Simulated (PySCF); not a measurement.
**C2H6BNO (SMILES CC#[N+][BH2-]O) at 5 levels**

Aim: a comparison of 5 runs (HF/STO-3G, HF/3-21G, HF/def2-SVP, B3LYP/6-31G*, MP2/STO-3G) of C2H6BNO. 

Program for the calculation: PySCF 2.14.0.

**1. The system as given**

C2H6BNO has 11 atoms, charge 0, and is taken as a singlet. As SMILES, `CC#[N+][BH2-]O`. Geometry: relaxed at GFN2-xTB. This is one conformer, not always the lowest.

Bond lengths: C1–C2 1.430 Å, C2–N3 1.147 Å, N3–B4 1.593 Å, B4–O5 1.427 Å, C1–H6 1.090 Å, C1–H7 1.090 Å, C1–H8 1.090 Å, B4–H9 1.189 Å, B4–H10 1.195 Å, O5–H11 0.956 Å. Some angles: C1–C2–N3 179.3°, C2–N3–B4 157.8°, N3–B4–O5 103.9°, C2–C1–H6 109.6°, C2–C1–H7 110.2°, C2–C1–H8 109.0°, N3–B4–H9 101.3°, N3–B4–H10 103.6°, O5–B4–H9 112.1°, O5–B4–H10 117.6°.

**2. Energy and forces at HF/STO-3G (run 1)**

The input, geometry.xyz:

```xyz
11
C2H6BNO
C     -1.319880    -1.582390     0.809800
C     -0.274670    -0.661300     0.488090
N      0.567010     0.078750     0.242620
B      1.259180     1.372320    -0.378610
O      0.372220     1.767280    -1.424670
H     -1.775760    -1.302180     1.759290
H     -0.919750    -2.593510     0.884080
H     -2.075980    -1.549630     0.025210
H      1.222820     2.121140     0.544490
H      2.346400     0.987600    -0.690350
H      0.598420     1.361920    -2.259970
```

The input, input.py:

```python
# CC#[N+][BH2-]O
from pyscf import gto, scf

mol = gto.Mole()
mol.atom = 'geometry.xyz'
mol.verbose = 3
mol.basis = 'sto-3g'
mol.max_memory = 1860
mol.build()

mf = scf.RHF(mol)
mf.conv_tol = 1e-10
mf.kernel()
if not mf.converged:
    mf = mf.newton().run(mf.mo_coeff, mf.mo_occ)

e_final = mf.e_tot
print(f'total energy: {e_final:.8f} hartree')
grad = mf.nuc_grad_method().kernel()
dip = mf.dip_moment()
pop, q = mf.mulliken_pop()
```

On the command line:

```console
$ OMP_NUM_THREADS=1 python input.py
```

What it wrote:

```text
converged SCF energy = -230.241065538458
total energy: -230.24106554 hartree
--------------- RHF gradients ---------------
         x                y                z
0 C     0.0349135087     0.0315078492    -0.0110221151
1 C    -0.0334414147    -0.0230134202     0.0050646354
2 N     0.0216682944     0.0269157142    -0.0100199403
3 B    -0.0312449559    -0.0349298615     0.0199283462
4 O     0.0130370910    -0.0221594229    -0.0365875426
5 H     0.0006026153     0.0011059365     0.0002621980
6 H     0.0010762263    -0.0000084062    -0.0001483223
7 H     0.0006199778     0.0011759983    -0.0008624310
8 H    -0.0038953202     0.0069779947     0.0095232851
9 H     0.0123595112    -0.0071910688    -0.0051640706
10 H    -0.0156955339     0.0196186866     0.0290259573
----------------------------------------------
Dipole moment(X, Y, Z, Debye): -3.53494, -6.07598,  1.69093
 ** Mulliken pop  **
pop of  0 C 1s            1.99175
pop of  0 C 2s            1.17286
pop of  0 C 2px           0.96948
pop of  0 C 2py           0.99403
pop of  0 C 2pz           1.06806
pop of  1 C 1s            1.99481
pop of  1 C 2s            1.03870
pop of  1 C 2px           0.90611
pop of  1 C 2py           0.93708
pop of  1 C 2pz           0.90193
pop of  2 N 1s            1.99631
pop of  2 N 2s            1.59411
pop of  2 N 2px           1.21616
pop of  2 N 2py           1.19680
pop of  2 N 2pz           1.15034
pop of  3 B 1s            1.98895
pop of  3 B 2s            0.84101
pop of  3 B 2px           0.69528
pop of  3 B 2py           0.52911
pop of  3 B 2pz           0.68800
pop of  4 O 1s            1.99739
pop of  4 O 2s            1.80853
pop of  4 O 2px           1.71087
pop of  4 O 2py           1.74861
pop of  4 O 2pz           1.14796
pop of  5 H 1s            0.87287
pop of  6 H 1s            0.87538
pop of  7 H 1s            0.87082
pop of  8 H 1s            1.11976
pop of  9 H 1s            1.13072
pop of  10 H 1s           0.84623
 ** Mulliken atomic charges  **
charge of    0C =     -0.19618
charge of    1C =      0.22138
charge of    2N =     -0.15371
charge of    3B =      0.25765
charge of    4O =     -0.41336
charge of    5H =      0.12713
charge of    6H =      0.12462
charge of    7H =      0.12918
charge of    8H =     -0.11976
charge of    9H =     -0.13072
charge of   10H =      0.15377
```

Run time: 1.9 s. Hardware: 1 thread of Intel Xeon at 2.70GHz, shared host; peak memory 0.12 GiB.

**3. Energy and forces at HF/3-21G (run 2)**

The input, calc.py:

```python
from pyscf import gto

mol = gto.M(
    atom='''
C     -1.319880    -1.582390     0.809800
C     -0.274670    -0.661300     0.488090
N      0.567010     0.078750     0.242620
B      1.259180     1.372320    -0.378610
O      0.372220     1.767280    -1.424670
H     -1.775760    -1.302180     1.759290
H     -0.919750    -2.593510     0.884080
H     -2.075980    -1.549630     0.025210
H      1.222820     2.121140     0.544490
H      2.346400     0.987600    -0.690350
H      0.598420     1.361920    -2.259970
''',
    basis='3-21g',
    verbose=4,
    max_memory=1860,
    spin=0,
)

mf = mol.RHF()
mf.conv_tol = 1e-10
mf.kernel()
if not mf.converged:
    mf = mf.newton().run(mf.mo_coeff, mf.mo_occ)

e_tot = mf.e_tot
print('Final energy', e_tot)
grad = mf.nuc_grad_method().kernel()
mf.analyze()
```

On the command line:

```console
$ OMP_NUM_THREADS=1 python calc.py
```

What it wrote:

```text
PySCF version 2.14.0

[... 69 lines left out ...]
converged SCF energy = -231.939941945234
[... 21 lines left out ...]
MO #1   energy= -20.3769709012675  occ= 2
[... 7 lines left out ...]
MO #9   energy= -0.818770986476795 occ= 2
[... 7 lines left out ...]
MO #17  energy= -0.462987078006906 occ= 2
[... 7 lines left out ...]
MO #25  energy= 0.322498456744841  occ= 0
[... 7 lines left out ...]
MO #33  energy= 0.713788309441463  occ= 0
[... 7 lines left out ...]
MO #41  energy= 1.20248009517889   occ= 0
[... 7 lines left out ...]
MO #49  energy= 1.56792888563809   occ= 0
[... 7 lines left out ...]
MO #57  energy= 3.42359905158105   occ= 0
[... 71 lines left out ...]
Dipole moment(X, Y, Z, Debye): -3.93454, -6.92409,  1.52696
```

Wall time 2.2 s (1 thread of Intel Xeon at 2.70GHz, shared host); peak memory 0.13 GiB.

Runs 3 to 4 aren't shown in full; the table further down has their settings and results.

**4. Energy and forces at MP2/STO-3G (run 5)**

The input, input.py:

```python
from pyscf import gto, mp

molecule = gto.M(
    atom='''
C   -1.319880  -1.582390   0.809800
C   -0.274670  -0.661300   0.488090
N    0.567010   0.078750   0.242620
B    1.259180   1.372320  -0.378610
O    0.372220   1.767280  -1.424670
H   -1.775760  -1.302180   1.759290
H   -0.919750  -2.593510   0.884080
H   -2.075980  -1.549630   0.025210
H    1.222820   2.121140   0.544490
H    2.346400   0.987600  -0.690350
H    0.598420   1.361920  -2.259970
''',
    verbose=4,
    max_memory=1860,
    basis='sto-3g',
    spin=0,
)

myscf = molecule.RHF()
myscf.conv_tol = 1e-10
myscf.kernel()
if not myscf.converged:
    myscf = myscf.newton().run(myscf.mo_coeff, myscf.mo_occ)

pt = mp.MP2(myscf, frozen=5).run()
e_final = pt.e_tot
print('E = %.10f Eh' % e_final)
grad = pt.nuc_grad_method().kernel()
dip = myscf.dip_moment()
pop, q = myscf.mulliken_pop()
```

On the command line:

```console
$ OMP_NUM_THREADS=1 python input.py
```

What it wrote:

```text
PySCF version 2.14.0

[... 67 lines left out ...]
converged SCF energy = -230.241065538458
[... 17 lines left out ...]
Dipole moment(X, Y, Z, Debye): -3.53494, -6.07598,  1.69093
[... 43 lines left out ...]
charge of   10H =      0.15377
```

It took 2.8 s on 1 thread of Intel Xeon at 2.70GHz, shared host; peak memory 0.12 GiB.

**5. The series**

```csv
run,level,integration grid,frozen core orbitals,energy (Eh),dipole moment (D) of the reference,HOMO energy (eV),LUMO energy (eV),wall time
1,HF/STO-3G,–,–,-230.241066,7.23,-8.24,6.87,1.9 s
2,HF/3-21G,–,–,-231.939942,8.11,-10.23,3.82,2.2 s
3,HF/def2-SVP,–,–,-233.053347,8.03,-10.47,3.59,14 s
4,B3LYP/6-31G* (spherical functions),5,–,-234.647989,7.17,-6.62,-0.50,35 s
5,MP2/STO-3G,–,5,-230.516654,7.23,-8.24,6.87,2.8 s
```

**6. Summary of results**

```
                                          quantity          value
                               run 5: total energy  -230.51665 Eh
       run 5: dipole moment (Hartree–Fock density)         7.23 D
        run 5: HOMO energy (Hartree–Fock orbitals)       -8.24 eV
        run 5: LUMO energy (Hartree–Fock orbitals)        6.87 eV
      run 5: HOMO–LUMO gap (Hartree–Fock orbitals)       15.11 eV
run 5: correlation energy (5 core orbitals frozen)     -275.6 mEh
                   run 5: largest force on an atom     5.653 eV/Å
```

In words: Over runs 1, 2, 3, 4 the dipole moment (its size) runs from 7.17 D (B3LYP/6-31G*) to 8.11 D (HF/3-21G). The two ends differ in method and basis. Over runs 1, 2, 3, 4 the HOMO–LUMO gap runs from 6.12 eV (B3LYP/6-31G*) to 15.11 eV (HF/STO-3G). In runs 1, 5 the basis is minimal, so the values are rough. All runs together took 56 s, the longest 35 s.
